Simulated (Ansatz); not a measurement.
# CoH: one contact scaled

One table from this session's results is given with a row withheld; the runs are named, their logs left out.

Program: Ansatz 0.2.0. Level of theory: DFT r²SCAN, with the methods named in each step. These are calculated values, not measurements.

### The system as given

The structure is cubic, space group Fm-3m (No. 225). The conventional cell has a = 3.686 Å, b = 3.686 Å, c = 3.686 Å, α = 90.00°, β = 90.00°, γ = 90.00°. Co (site symmetry m-3m) has 6 H at 1.84 Å as nearest neighbours. Around H (site symmetry m-3m) lie 6 Co at 1.84 Å.

Coordinates:

```cif
data_structure
_symmetry_space_group_name_H-M 'Fm-3m'
_symmetry_Int_Tables_number 225
_cell_length_a 3.6859
_cell_length_b 3.6859
_cell_length_c 3.6859
_cell_angle_alpha 90.000
_cell_angle_beta 90.000
_cell_angle_gamma 90.000
_cell_volume 50.08
loop_
_atom_site_label
_atom_site_type_symbol
_atom_site_symmetry_multiplicity
_atom_site_Wyckoff_symbol
_atom_site_fract_x
_atom_site_fract_y
_atom_site_fract_z
_atom_site_occupancy
Co1 Co 4 a 0.00000 0.00000 0.00000 1
H1 H 4 b 0.50000 0.00000 0.00000 1
```

The file gives the conventional cell by its symmetry; the runs use the cell typed in the input.

Atoms are numbered in the order of the input: Co1, H2.

Set-up of the first run:

File input.yaml:

```yaml
crystal:
  lattice:
    - [0.0, 1.84296171, 1.84296171]
    - [1.84296171, 0.0, 1.84296171]
    - [1.84296171, 1.84296171, 0.0]
  atoms:
    - { symbol: Co, position: [0.0, 0.0, 0.0], spin: 2.0 }
    - { symbol: H, position: [0.5, 0.5, 0.5] }
magnetization:
  spin_polarized: true
kpoints:
  mp_grid: { grid: [13, 13, 13] }
scf:
  occupations: { method: fermi_dirac, width: 0.05 }
hamiltonian:
  xc: r2scan
  pseudopotentials: { kind: paw }
output:
  forces: true
  stress: true
  eigenvalues: true
  efg: { contact_densities: true }
  populations: true
```

Launch:

```bash
$ ansatz run input.yaml --threads 1 --pin off --max-ram 3072MiB --backend cpu --events-out ev --progress --plain --runs-dir out
```

Steps of the session up to this table: Shortest bond scaled by 1, PAW; Shortest bond scaled by 1.12, PAW; Shortest bond scaled by 1.05, PAW; Shortest bond scaled by 0.85, PAW; Shortest bond scaled by 0.75, PAW; Shortest bond scaled by 0.75, PAW (source ansatz).

One table of the session follows, with a row left open; its other results are not shown here.

| method | length (Å) | F from the given length (eV/cell) | force along the bond (eV/Å) | pressure (GPa) | largest force (eV/Å) | moment Co1 (μB) |
| --- | --- | --- | --- | --- | --- | --- |
| PAW | 1.382 | 0.424 | 3.042 | 15.48 | 3.042 | 1.18 |
| PAW | 1.567 | 0.094 | 0.904 | 4.66 | 0.904 | 1.34 |
| PAW | 1.843 | ? | ? | ? | ? | ? |
| PAW | 1.935 | 0.007 | -0.169 | 0.40 | 0.169 | 1.45 |
| PAW | 2.064 | 0.053 | -0.592 | 2.90 | 0.592 | 1.38 |
| PAW (source ansatz) | 1.382 | – | 3.061 | 15.64 | 3.061 | 1.17 |

Estimate the missing values for PAW, 1.843.

**Answer.** F from the given length (eV/cell): 0.000; force along the bond (eV/Å): 0.000; pressure (GPa): -0.11; largest force (eV/Å): 0.000; moment Co1 (μB): 1.48. In the column «F from the given length (eV/cell)» it is the lowest.

Caveats from the session: Other magnetic orders may lie lower; this is the state that the run reached. Warnings in the runs' records: stability check not made.
